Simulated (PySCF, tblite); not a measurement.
# C4H5F3OS2Si: geometry, infrared bands and NMR shifts

What infrared bands and NMR shifts should C4H5F3OS2Si (`O=C([SiH]1SCCS1)C(F)(F)F`) show?

The runs use tblite 0.8.0 and PySCF 2.14.0, with density-fitted response routines of our own; the level of theory stands in each step. All values are computed, except where a source is named. Atoms are numbered from 0 throughout.

## 1. The molecule as given

16 atoms, charge 0, multiplicity 1; geometry from: force field or distance geometry start.

Bonds of the start (Å): O0–C1 1.22, C1–Si2 1.80, Si2–S3 2.17, S3–C4 1.83, C4–C5 1.50, C5–S6 1.79, C1–C7 1.52, C7–F8 1.38, C7–F9 1.39, C7–F10 1.38, S6–Si2 2.18, Si2–H11 1.46, C4–H12 1.12, C4–H13 1.08, C5–H14 1.13, C5–H15 1.12.

## 2. Optimising the geometry with GFN2-xTB

What the job is given:

```
{"job": {"kind": "relax", "xc": "GFN2-xTB", "basis": "xTB"}, "charge": 0, "multiplicity": 1}
O      2.914500    -0.498000    -1.244600
C      2.114700    -0.348600    -0.330500
Si     0.373000    -0.764500    -0.484500
S     -0.683900    -0.850000     1.408800
C     -2.294800    -0.325400     0.720000
C     -2.089700     0.998600     0.050700
S     -0.841900     0.882800    -1.232100
C      2.631100     0.180200     0.995900
F      3.991900     0.416700     0.901200
F      1.954600     1.368700     1.268400
F      2.445400    -0.724500     2.021900
H      0.074000    -1.916200    -1.326900
H     -2.516700    -1.111000    -0.044500
H     -3.088300    -0.350200     1.447900
H     -3.075800     1.249900    -0.435300
H     -1.915800     1.800400     0.807200
```

The run is started by

```console
> OMP_NUM_THREADS=1 python probes_run.py task.json out
```

The driver reads the jobs from task.json and runs them one after another.

The program printed:

```text
step      E/eV     max force
  0   -1022.93979    3.703
  1   -1023.28301    3.625
  2   -1023.39812    1.679
  3   -1023.46451    0.719
  4   -1023.51211    0.536
  5   -1023.52982    0.481
  6   -1023.54237    0.331
  7   -1023.55315    0.343
  8   -1023.56406    0.403
  9   -1023.57186    0.322
 10   -1023.57675    0.152
 11   -1023.57911    0.115
 12   -1023.58061    0.131
 13   -1023.58182    0.106
 14   -1023.58307    0.108
 15   -1023.58456    0.152
 16   -1023.58605    0.129
 17   -1023.58729    0.080
 18   -1023.58832    0.071
 19   -1023.58936    0.100
 20   -1023.59044    0.115
 21   -1023.59139    0.085
 22   -1023.59214    0.066
 23   -1023.59286    0.068
 24   -1023.59375    0.081
 25   -1023.59483    0.078
 26   -1023.59590    0.091
 27   -1023.59680    0.095
 28   -1023.59756    0.075
 29   -1023.59827    0.069
 30   -1023.59895    0.056
 31   -1023.59959    0.081
 32   -1023.60016    0.085
 33   -1023.60069    0.069
 34   -1023.60122    0.058
 35   -1023.60170    0.047
 36   -1023.60213    0.059
 37   -1023.60256    0.061
 38   -1023.60316    0.072
 39   -1023.60403    0.083
 40   -1023.60513    0.094
 41   -1023.60625    0.108
 42   -1023.60739    0.096
 43   -1023.60880    0.113
 44   -1023.61059    0.134
 45   -1023.61258    0.105
 46   -1023.61449    0.131
 47   -1023.61614    0.151
 48   -1023.61707    0.153
 49   -1023.61938    0.160
 50   -1023.62121    0.133
 51   -1023.62301    0.090
 52   -1023.62446    0.099
 53   -1023.62565    0.100
 54   -1023.62676    0.083
 55   -1023.62835    0.081
 56   -1023.63084    0.090
 57   -1023.63205    0.093
 58   -1023.63296    0.068
 59   -1023.63344    0.065
 60   -1023.63378    0.049
 61   -1023.63407    0.056
 62   -1023.63434    0.030
 63   -1023.63456    0.038
 64   -1023.63478    0.051
 65   -1023.63499    0.046
 66   -1023.63520    0.042
 67   -1023.63546    0.039
 68   -1023.63576    0.056
 69   -1023.63609    0.056
 70   -1023.63638    0.039
 71   -1023.63665    0.043
 72   -1023.63690    0.046
 73   -1023.63715    0.064
 74   -1023.63736    0.055
 75   -1023.63752    0.028
 76   -1023.63765    0.026
 77   -1023.63780    0.040
 78   -1023.63797    0.056
 79   -1023.63813    0.048
 80   -1023.63827    0.031
 81   -1023.63841    0.033
 82   -1023.63857    0.041
 83   -1023.63871    0.043
 84   -1023.63880    0.027
 85   -1023.63888    0.023
 86   -1023.63899    0.041
 87   -1023.63917    0.054
 88   -1023.63943    0.059
 89   -1023.63964    0.039
 90   -1023.63974    0.019
 91   -1023.63978    0.017
 92   -1023.63982    0.016
 93   -1023.63987    0.018
 94   -1023.63991    0.013
 95   -1023.63995    0.015
 96   -1023.63998    0.016
 97   -1023.64002    0.018
 98   -1023.64006    0.017
 99   -1023.64010    0.016
100   -1023.64012    0.016
101   -1023.64015    0.017
102   -1023.64019    0.015
103   -1023.64023    0.017
104   -1023.64026    0.013
105   -1023.64028    0.009
```

Wall time 1.7 s (1 thread of Intel Xeon at 2.70GHz, shared host).

Along the way: (not every step is listed)

| step | energy from step 0 (eV) | largest force (eV/Å) |
| --- | --- | --- |
| 0 | 0.0000 | 3.7034 |
| 1 | -0.3432 | 3.6252 |
| 2 | -0.4583 | 1.6795 |
| 3 | -0.5247 | 0.7193 |
| 4 | -0.5723 | 0.5363 |
| 5 | -0.5900 | 0.4806 |
| 6 | -0.6026 | 0.3307 |
| 7 | -0.6134 | 0.3429 |
| 8 | -0.6243 | 0.4028 |
| 17 | -0.6475 | 0.0801 |
| 26 | -0.6561 | 0.0907 |
| 35 | -0.6619 | 0.0473 |
| 44 | -0.6708 | 0.1340 |
| 53 | -0.6859 | 0.1001 |
| 62 | -0.6945 | 0.0303 |
| 71 | -0.6969 | 0.0429 |
| 80 | -0.6985 | 0.0312 |
| 89 | -0.6998 | 0.0389 |
| 98 | -0.7003 | 0.0171 |
| 100 | -0.7003 | 0.0162 |
| 101 | -0.7004 | 0.0166 |
| 102 | -0.7004 | 0.0152 |
| 103 | -0.7004 | 0.0169 |
| 104 | -0.7005 | 0.0128 |
| 105 | -0.7005 | 0.0093 |

Distances of close pairs at the start and the end, largest changes first:

| bond | before (Å) | after (Å) | change (Å) |
| --- | --- | --- | --- |
| C1–Si2 | 1.797 | 1.916 | +0.119 |
| C7–F8 | 1.384 | 1.330 | -0.054 |
| C7–F9 | 1.394 | 1.345 | -0.050 |
| C7–F10 | 1.380 | 1.340 | -0.041 |
| Si2–S6 | 2.179 | 2.139 | -0.040 |
| C5–S6 | 1.793 | 1.832 | +0.039 |
| C5–H14 | 1.128 | 1.089 | -0.039 |
| Si2–S3 | 2.170 | 2.132 | -0.038 |

The final coordinates are the input of the step that follows.

## 3. Infrared spectrum with GFN2-xTB

What the job is given:

```
{"job": {"kind": "ir", "xc": "GFN2-xTB", "basis": "xTB"}, "charge": 0, "multiplicity": 1}
O      2.967577    -0.956672    -0.966356
C      2.097084    -0.527217    -0.265255
Si     0.249604    -0.894960    -0.615357
S     -0.838237    -1.359441     1.158805
C     -2.293840    -0.355913     0.684605
C     -1.865776     0.995225     0.166972
S     -0.812586     0.822008    -1.322544
C      2.442625     0.359631     0.953405
F      3.561217     1.064611     0.807878
F      1.448482     1.231305     1.198543
F      2.572021    -0.396632     2.051843
H      0.239536    -1.940167    -1.622837
H     -2.854317    -0.911793    -0.066150
H     -2.897155    -0.250868     1.585304
H     -2.728613     1.584691    -0.140067
H     -1.295221     1.545138     0.914766
```

The program printed:

```text
mode    cm-1     km/mol
  1      24.1      0.21
  2      39.6      0.16
  3      51.9      2.04
  4      75.9      1.37
  5      99.2      3.80
  6     167.9     19.66
  7     183.0      2.07
  8     229.8      3.87
  9     250.6      3.57
 10     283.7     25.56
 11     359.1     33.24
 12     413.5      2.85
 13     420.3     15.46
 14     437.4      9.17
 15     505.0     13.95
 16     528.0     25.77
 17     538.4     38.50
 18     540.2      7.39
 19     603.1    156.81
 20     652.9     61.04
 21     667.0     36.63
 22     685.2      5.76
 23     691.9     60.87
 24     850.2      5.60
 25     914.6     70.16
 26     934.4      1.05
 27    1035.0      1.11
 28    1055.1    262.63
 29    1079.8      0.86
 30    1093.6    198.63
 31    1135.6      0.20
 32    1151.5    151.09
 33    1226.7      9.51
 34    1254.2     10.78
 35    1428.3     10.81
 36    1439.4      3.12
 37    1776.0    236.81
 38    2359.2    157.35
 39    2990.0      1.97
 40    3001.9      6.46
 41    3005.4      1.17
 42    3008.7      0.34
```

It took 1.3 s on 1 thread of Intel Xeon at 2.70GHz, shared host.

Which atoms move in the most intense modes:

```csv
cm⁻¹,km/mol,atoms
603,156.8,"C1 37 %, H11 21 %, Si2 20 %"
653,61.0,"H11 30 %, C5 16 %, C4 10 %"
915,70.2,"C1 65 %, F8 15 %"
1055,262.6,"C7 72 %, F10 15 %, F9 11 %"
1094,198.6,"C7 75 %, F9 10 %"
1152,151.1,"C7 66 %, C1 16 %, F8 13 %"
1776,236.8,"C1 59 %, O0 41 %"
2359,157.3,H11 97 %
```

## 4. NMR shieldings: PBE0/pcSseg-1

Same as in step 3 but for these lines:

```diff
@@ -1,2 +1,2 @@
-{"job": {"kind": "ir", "xc": "GFN2-xTB", "basis": "xTB"}, "charge": 0, "multiplicity": 1}
+{"job": {"kind": "nmr", "xc": "PBE0", "basis": "pcSseg-1"}, "charge": 0, "multiplicity": 1}
 O      2.967577    -0.956672    -0.966356
```

Method: GIAO PBE0/pcSseg-1 NMR shielding, non-relativistic, gas phase.

The program printed:

```text
coarse grid: 16664 points
cycle   1  E = -1614.7364637542  dE =  1.856e+00  |g| = 1.152e+00  |ddm| = 3.929e+00
cycle   2  E = -1613.9843641436  dE =  7.521e-01  |g| = 2.351e+00  |ddm| = 2.517e+00
cycle   3  E = -1614.9681486655  dE = -9.838e-01  |g| = 2.856e-01  |ddm| = 1.966e+00
cycle   4  E = -1614.9806570588  dE = -1.251e-02  |g| = 1.323e-01  |ddm| = 2.868e-01
cycle   5  E = -1614.9834911238  dE = -2.834e-03  |g| = 1.937e-02  |ddm| = 9.401e-02
cycle   6  E = -1614.9835677224  dE = -7.660e-05  |g| = 6.070e-03  |ddm| = 2.370e-02
cycle   7  E = -1614.9835745581  dE = -6.836e-06  |g| = 1.638e-03  |ddm| = 7.166e-03
final grid: 153136 points
cycle   8  E = -1615.0825621635  dE = -3.369e-05  |g| = 1.365e-02  |ddm| = 3.112e-02
cycle   9  E = -1615.0824649994  dE =  9.716e-05  |g| = 2.650e-02  |ddm| = 2.664e-02
cycle  10  E = -1615.0825965271  dE = -1.315e-04  |g| = 2.719e-03  |ddm| = 1.862e-02
cycle  11  E = -1615.0825980348  dE = -1.508e-06  |g| = 3.867e-04  |ddm| = 2.583e-03
cycle  12  E = -1615.0825980660  dE = -3.119e-08  |g| = 1.507e-04  |ddm| = 5.792e-04
cycle  13  E = -1615.0825980717  dE = -5.677e-09  |g| = 3.740e-05  |ddm| = 1.986e-04
cycle  14  E = -1615.0825980720  dE = -3.151e-10  |g| = 1.159e-05  |ddm| = 4.695e-05
converged SCF energy = -1615.0825980720

GIAO shielding tensors (ppm)
atom      isotropic    diamagn.    paramagn.     s11        s22        s33       span
  0 O     -514.571     392.696    -907.267  -1401.849   -522.909    381.046   1782.895
  1 C      -39.614     257.838    -297.452   -148.095    -48.752     78.004    226.099
  2 Si     348.503     879.013    -530.510    296.995    359.618    388.896     91.901
  3 S      620.801    1058.210    -437.409    486.610    563.770    812.023    325.413
  4 C      143.996     252.344    -108.348    108.792    153.747    169.449     60.657
  5 C      144.843     252.007    -107.164    112.278    156.279    165.973     53.695
  6 S      600.423    1058.072    -457.649    453.352    547.595    800.322    346.970
  7 C       63.764     243.160    -179.396     43.894     57.089     90.309     46.415
  8 F      271.709     464.950    -193.241    198.378    269.232    347.518    149.140
  9 F      260.725     477.759    -217.033    179.350    260.498    342.328    162.979
 10 F      251.066     471.125    -220.059    172.629    256.862    323.707    151.078
 11 H       26.458      28.680      -2.223     22.384     22.979     34.010     11.627
 12 H       28.992      30.086      -1.094     23.007     26.542     37.428     14.421
 13 H       28.423      29.311      -0.888     21.598     26.345     37.325     15.727
 14 H       28.517      29.530      -1.013     21.756     26.364     37.432     15.676
 15 H       28.681      31.245      -2.564     23.847     26.451     35.745     11.898
```

It took 2.2 min on 1 thread of Intel Xeon at 2.70GHz, shared host; peak memory 1.1 GiB.

Shifts follow as δ = σ(reference) − σ, with reference shieldings (ppm) from runs at the same level and on the same kind of geometry: 1H TMS 31.72, 13C TMS 186.9, 29Si TMS 349.2, 19F CFCl3 170.9, 17O H2O 336.1, 33S CS2 504. The references are single molecules in the gas phase, so shifts against H2O, NH3, PH3, H3PO4 or CFCl3 are not on the usual liquid scales and can be off by tens of ppm. Atoms listed in one row are averaged.

| atoms | environment | σ (ppm) | δ (ppm) | δ scaled to CDCl3 |
| --- | --- | --- | --- | --- |
| C1 | carbonyl carbon | -39.6 | 226.5 | 219.2 |
| C7 | CF3 carbon | 63.8 | 123.2 | 118.3 |
| C4, C5 | sp3 CH2 bonded to S | 144.4 | 42.5 | 35.2 |
| H11 | hydrogen on a silicon bonded to C, 2 S, in a 5-membered ring | 26.46 | 5.26 | – |
| H13, H15 | hydrogen on an sp3 CH2 bonded to S | 28.55 | 3.16 | 3.09 |
| H12, H14 | hydrogen on an sp3 CH2 bonded to S | 28.75 | 2.96 | 2.90 |
| O0 | carbonyl oxygen | -514.6 | 850.6 | – |
| Si2 | silicon bonded to C, 2 S, H, in a 5-membered ring | 348.5 | 0.7 | – |
| S3, S6 | sulfur bonded to C, Si, in a 5-membered ring | 611 | -107 | – |
| F8, F9, F10 | fluorine of a CF3 group | 261.2 | -90.2 | – |

The scaled column applies a straight-line fit of computed shieldings to shifts measured in CDCl3, with any fitted terms for Cl, Br or S neighbours, and one for carbons that bear F (root-mean-square error 0.16 ppm for H, 1.9 ppm for C).

Charges from the same density, by scheme (e):

```
      atoms  Mulliken    IAO  Hirshfeld  ESP fit
         O0     -0.29  -0.32      -0.17    -0.37
         C1     -0.08   0.08       0.05     0.37
        Si2      0.71   0.68       0.29     0.42
     S3, S6     -0.23  -0.16      -0.08    -0.24
     C4, C5     -0.32  -0.33      -0.07    -0.25
         C7      0.84   0.77       0.24     0.43
F8, F9, F10     -0.26  -0.27      -0.08    -0.17
```

Mayer bond orders: O0–C1 1.99, C1–Si2 0.76, Si2–S3 0.99, S3–C4 0.99, C4–C5 1.01, C5–S6 0.99, C1–C7 0.85, C7–F8 1.04, C7–F9 0.97, C7–F10 0.99, S6–Si2 0.98.

Ring of atoms Si2, S3, C4, C5, S6: NICS(0) -9.5, NICS(1) -5.3, NICS(1)zz -5.5 ppm (means of both faces).

Orbitals, density, ELF and potential are computed afterwards from the orbital file.

Frontier orbitals at PBE0/pcSseg-1, with the share of their density that lies nearest to each atom:

| orbital | energy (eV) | lies on |
| --- | --- | --- |
| HOMO | -7.43 | S6 45 %; O0 14 %; S3 10 % |
| LUMO | -2.65 | C1 40 %; O0 31 %; Si2 8 % |

ELF in a plane through or near 7 of the atoms.

Ten even steps from '0' (0.00) to '9' (1.00):
```
0000000000000000000000000000
0000000000000000000000000000
0000000000000000000000000000
0000000000000000000000000000
0000000000000000000000000000
0000023004542004883000000000
0000378306886109998100000000
0001665726677208997442000000
0002687634453002742553000000
0000231277200111455630000000
0000000266653342245410000000
0000277752791036200233000000
0000488475661604300144100000
0000278882035553100000000000
0000036761079995000000000000
0000001100099997000000000000
0000000000089995000000000000
0000000000003420000000000000
0000000000000000000000000000
0000000000000000000000000000
```
The map spans 12.2 Å across and 10.6 Å up, centred on the molecule. Atoms in the plane (x, y in Å): O0 (-3.0, -1.5), C1 (-2.1, -0.7), C5 (1.9, 0.6), F8 (-3.5, 1.2), F9 (-1.4, 1.6), H11 (-0.3, -2.7), H15 (1.4, 1.5).

On the surface of density 0.002 e/bohr³ the electrostatic potential runs, from the 1st to the 99th percentile, from -1.02 V near O0 to 1.60 V near Si2.

## 5. Outcome

| quantity | value |
| --- | --- |
| strongest single infrared mode (GFN2-xTB) | 1055 cm⁻¹, 263 km/mol |
| zero-point energy (GFN2-xTB) | 56.0 kcal/mol |
| 13C shifts against TMS (PBE0/pcSseg-1, means over atoms taken as alike) | 226.5, 123.2, 42.5 ppm |
| 1H shifts against TMS (PBE0/pcSseg-1, means over atoms taken as alike) | 5.26, 3.16, 2.96 ppm |
| 17O shifts against H2O (PBE0/pcSseg-1) | 850.6 ppm |
| 29Si shifts against TMS (PBE0/pcSseg-1) | 0.7 ppm |
| 33S shifts against CS2 (PBE0/pcSseg-1, means over atoms taken as alike) | -107 ppm |
| 19F shifts against CFCl3 (PBE0/pcSseg-1, means over atoms taken as alike) | -90.2 ppm |
| surface potential, 1st and 99th percentile | -1.02 V and 1.60 V |

In words: Over 105 steps the energy fell by 0.700 eV; of the close pairs, C1–Si2 changed most, 1.797 to 1.916 Å. All 42 modes are real, so the xTB geometry is a minimum. The strongest single mode, at 1055 cm⁻¹, moves mainly C7. GFN2-xTB is a fitted tight-binding method: band positions and strengths are rough. Its intensities can rank the bands wrongly. At PBE0/pcSseg-1: Shielding is most anisotropic at O0 (span 1783 ppm, paramagnetic term -907 ppm). By nearest atom (PBE0/pcSseg-1), the HOMO sits on S6 45 %; O0 14 % and the LUMO on C1 40 %; O0 31 %.
